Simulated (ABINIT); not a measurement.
Wanted: the native input for an ABINIT 10.8.3 (patched build) run.

```
Task                : single point
Functional          : PBE
Potentials or basis : JTH PAW PBE v2.0
Cutoff              : 626 eV
k mesh              : 9 × 9 × 9
Occupations         : fermi-dirac, width 0.05 eV
Spin                : no spin polarisation
Fine-grid cutoff    : 1224.51 eV
```

Crystal: SiF.

```
CELL_PARAMETERS angstrom
3.02860 0.00000 0.00000
0.00000 3.02860 0.00000
0.00000 0.00000 3.02860
ATOMIC_POSITIONS crystal
Si 0.49055 0.49260 0.48363
F 0.00787 0.98963 0.00204
```

The cell was built by a generator and needn't be a form met in nature.

The cell isn't the ideal one: atoms moved at random, drawn with an rms of 0.05 Å.

One way to write it, as run:

run.abi

```
pp_dirpath "./"
pseudos "Si.GGA_PBE-JTH.xml, F.GGA_PBE-JTH.xml"

acell 3*1.0 Angstrom
rprim
     3.0286000000     0.0000000000     0.0000000000
     0.0000000000     3.0286000000     0.0000000000
     0.0000000000     0.0000000000     3.0286000000
ntypat 2
znucl 14 9
natom 2
typat 1 2
xcart
     2.8075049057     2.8192604089     2.7679173616
     0.0450303307    -0.0593727314     0.0116696548
chkprim 0
chksymtnons 0
tolsym 1.0e-6

ecut 23.0
pawecutdg 45.0
pawxcdev 0

kptopt 1
ngkpt 9 9 9
nshiftk 1
shiftk 0.0 0.0 0.0

ixc 11

nband 10
occopt 3
tsmear 0.05 eV

nstep 100
tolvrs 1.0e-9

iomode 3
prtwf 0
prtden 0
prteig 0
prtebands 0
enunit 1
```

Potentials or basis: JTH PAW PBE v2.0.

The run is started by

```sh
$ abinit run.abi > log 2>&1
```

It gave:

* Pressure: 0.0 GPa
* Largest force: 0.060 eV/Å
* Band gap on the k mesh: none (metal or under the smearing width)
* Valence electrons inside the program's atomic spheres: Si 1.33; F 5.60

Caveat: an odd number of electrons without spin polarisation forces a metal; a magnetic or distorted state may lie lower.

Run time: 91 s on 1 thread of Arm Neoverse V1 (shared host), peak memory 0.18 GiB.
